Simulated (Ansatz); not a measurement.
Consider an atomisation energy of H₅IOSi₂, SMILES [SiH3]O[SiH2]I (Ansatz 0.2.0, Python API).

`h5iosi2.xyz`
```text
9

Si    0.50260    1.45860    0.33360
O     0.47110   -0.14870    0.24650
Si   -0.51240   -1.36310   -0.34020
I     0.68440   -3.48900    0.14290
H     0.39820    2.05010   -1.06990
H     1.67890    2.00240    1.00050
H    -0.71540    1.94920    1.08060
H    -1.76330   -1.30800    0.33740
H    -0.65560   -1.19770   -1.74860
```

The script, `h5iosi2_tae.py`:
```python
'''Atomisation energy of H5IOSi2 at the given geometry.'''

from collections import Counter

import ansatz as az


def energy(molecule, charge=0, unpaired=0):
    calc = molecule.calculation().basis(gaussian='def2-SVP').functional('pbe0').accuracy('high')
    if charge:
        calc = calc.charge(charge)
    if unpaired:
        calc = calc.spin('collinear', total=unpaired)
    report = calc.run(threads=1).report
    if report['published_state_doubts']:
        print('  doubts:', report['published_state_doubts'])
    return report['free_energy_ev']

mol = az.Crystal.molecule_from_extxyz('h5iosi2.xyz')

# unpaired electrons of the ground-state atoms
unpaired = {'Si': 2, 'O': 2, 'I': 1, 'H': 1}
counts = Counter(site.symbol for site in mol.cartesian_sites)
atom_energy = {s: energy(az.Crystal.molecule().atom(s, (0, 0, 0)), 0, unpaired[s]) for s in counts}
whole = energy(mol, 0, 0)
for s, e in atom_energy.items():
    print(f'{s:2s} x{counts[s]}  {e:14.5f} eV')
print(f'H5IOSi2: {whole:.5f} eV')
split = sum(counts[s] * e for s, e in atom_energy.items()) - whole
print(f'atomisation energy (no zero-point term): {96.485332 * split:.1f} kJ/mol, {split / sum(counts.values()):.3f} eV an atom')
```

What does it cost to take this molecule apart into atoms?

2724.0 kJ/mol from the electronic energies, without the zero-point term.

The run itself:

`python h5iosi2_tae.py` gives:
```text
Si x2     -7868.22521 eV
O  x1     -2038.81032 eV
I  x1     -8100.40388 eV
H  x5       -13.61361 eV
H5IOSi2: -25971.96461 eV
atomisation energy (no zero-point term): 2724.0 kJ/mol, 3.137 eV an atom
```

What to keep in mind:
- These settings explore the input space; basis and method may be short of convergence.
- The geometry is a force-field or estimated start, not a minimum of this method, and the basis set is short of its limit. All parts are taken at fixed geometry, without zero-point energy.
- def2 sets replace the cores of elements past krypton by effective core potentials.
- The spin-orbit lowering of heavy atoms is left out.
- It ran for 10 s on 1 thread of Intel(R) Xeon(R) 6975P-C (Granite Rapids), on a shared host, peak memory 0.47 GiB.

(Lines on the test bed's own set-up are left out of the output.)
